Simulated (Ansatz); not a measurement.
# LiAuS2: the cost of one run

Method: DFT PBEsol+U (U_eff = 1 eV on Au d), plane waves, PAW, no spin–orbit coupling unless a run says so, in Ansatz 0.2.0.

### Step 1. The structure to begin with

It takes space group R-3m (No. 166, trigonal). Conventional cell: a = 3.817 Å, b = 3.817 Å, c = 20.784 Å, α = 90.00°, β = 90.00°, γ = 120.00°. Li (site symmetry -3m) is surrounded by 6 S at 3.03 Å. Au (site symmetry -3m) has 6 S at 2.60 Å as nearest neighbours. Around S (site symmetry 3m) lie 3 Au at 2.60 Å and 3 Li at 3.03 Å.

As a file:

```cif
data_structure
_symmetry_space_group_name_H-M 'P 1'
_symmetry_Int_Tables_number 1
_cell_length_a 7.2701
_cell_length_b 7.2701
_cell_length_c 7.2701
_cell_angle_alpha 30.436
_cell_angle_beta 30.436
_cell_angle_gamma 30.436
_cell_volume 87.40
loop_
_atom_site_label
_atom_site_type_symbol
_atom_site_fract_x
_atom_site_fract_y
_atom_site_fract_z
_atom_site_occupancy
Li1 Li 0.50000 0.50000 0.50000 1
Au1 Au 0.00000 0.00000 0.00000 1
S1 S 0.26670 0.26670 0.26670 1
S2 S 0.73330 0.73330 0.73330 1
```

An earlier series on this cell reached its lowest free state from «ferromagnetic start, free, symmetry kept, no search», perhaps among other starts (it ended without moments).

### Step 2. Spin-orbit coupling, direction held

The input, input.yaml:

```yaml
crystal:
  lattice:
    - [1.90837258, 1.10179942, 6.9281207]
    - [-1.90837258, 1.10179942, 6.9281207]
    - [0.0, -2.20359885, 6.9281207]
  atoms:
    - { symbol: Li, position: [0.5, 0.5, 0.5] }
    - { symbol: Au, position: [0.0, 0.0, 0.0], spin: 2.0, spin_axis: [0.0, 0.0, 1.0] }
    - { symbol: S, position: [0.2667, 0.2667, 0.2667] }
    - { symbol: S, position: [0.7333, 0.7333, 0.7333] }
basis:
  ecutwfc: 420
  ecutrho_ratio: 4
kpoints:
  mp_grid: { grid: [6, 6, 6] }
hamiltonian:
  xc: pbesol
  hubbard:
    sites:
      - { site: 1, l: d, u_eff: 1.0, starting_ns: [{ occupation_matrix: s1 }] }
    occupation_matrices:
      s1:
        spinor_matrix:
          - [[0.97, 0.0], [0.0, 0.0], [0.0, 0.0], [0.0, 0.0], [0.0, 0.0], [0.0, 0.0], [0.0, 0.0], [0.0, 0.0], [0.0, 0.0], [0.0, 0.0]]
          - [[0.0, 0.0], [0.97, 0.0], [0.0, 0.0], [0.0, 0.0], [0.0, 0.0], [0.0, 0.0], [0.0, 0.0], [0.0, 0.0], [0.0, 0.0], [0.0, 0.0]]
          - [[0.0, 0.0], [0.0, 0.0], [0.97, 0.0], [0.0, 0.0], [0.0, 0.0], [0.0, 0.0], [0.0, 0.0], [0.0, 0.0], [0.0, 0.0], [0.0, 0.0]]
          - [[0.0, 0.0], [0.0, 0.0], [0.0, 0.0], [0.97, 0.0], [0.0, 0.0], [0.0, 0.0], [0.0, 0.0], [0.0, 0.0], [0.0, 0.0], [0.0, 0.0]]
          - [[0.0, 0.0], [0.0, 0.0], [0.0, 0.0], [0.0, 0.0], [0.97, 0.0], [0.0, 0.0], [0.0, 0.0], [0.0, 0.0], [0.0, 0.0], [0.0, 0.0]]
          - [[0.0, 0.0], [0.0, 0.0], [0.0, 0.0], [0.0, 0.0], [0.0, 0.0], [0.97, 0.0], [0.0, 0.0], [0.0, 0.0], [0.0, 0.0], [0.0, 0.0]]
          - [[0.0, 0.0], [0.0, 0.0], [0.0, 0.0], [0.0, 0.0], [0.0, 0.0], [0.0, 0.0], [0.35291, 0.0], [0.0, 0.0], [0.0, 0.0], [0.45325, 0.0]]
          - [[0.0, 0.0], [0.0, 0.0], [0.0, 0.0], [0.0, 0.0], [0.0, 0.0], [0.0, 0.0], [0.0, 0.0], [0.35418, 0.0], [0.45364, 0.0], [0.0, 0.0]]
          - [[0.0, 0.0], [0.0, 0.0], [0.0, 0.0], [0.0, 0.0], [0.0, 0.0], [0.0, 0.0], [0.0, 0.0], [0.45364, 0.0], [0.63582, 0.0], [0.0, 0.0]]
          - [[0.0, 0.0], [0.0, 0.0], [0.0, 0.0], [0.0, 0.0], [0.0, 0.0], [0.0, 0.0], [0.45325, 0.0], [0.0, 0.0], [0.0, 0.0], [0.63709, 0.0]]
    ns_hold: { iters: 8 }
scf:
  occupations: { method: gaussian, width: 0.05 }
  lower_state_search: "off"
  max_iter: 150
output:
  forces: true
  stress: true
  eigenvalues: true
  populations: true
  hubbard: { sites: [{ site: 1, l: d }] }
magnetization:
  noncollinear: true
  spin_orbit: true
  spin_locking: { lock_directions: true }
```

The typed matrices put 0.97 on the chosen orbitals and 0.02 on the others, and are held for 8 cycles. The lock stays on to the end, so the result is a constrained state. This run includes spin–orbit coupling.

Launch:

```bash
ansatz run input.yaml --threads 2 --pin off --max-ram 3072MiB --backend cpu --events-out ev --progress --plain --runs-dir out
```

**Question.** How long does this run take on 2 threads of Intel Xeon 6975P-C (Granite Rapids), shared host, and how much memory does it need?

About 61 s, with a peak of 1 GiB.
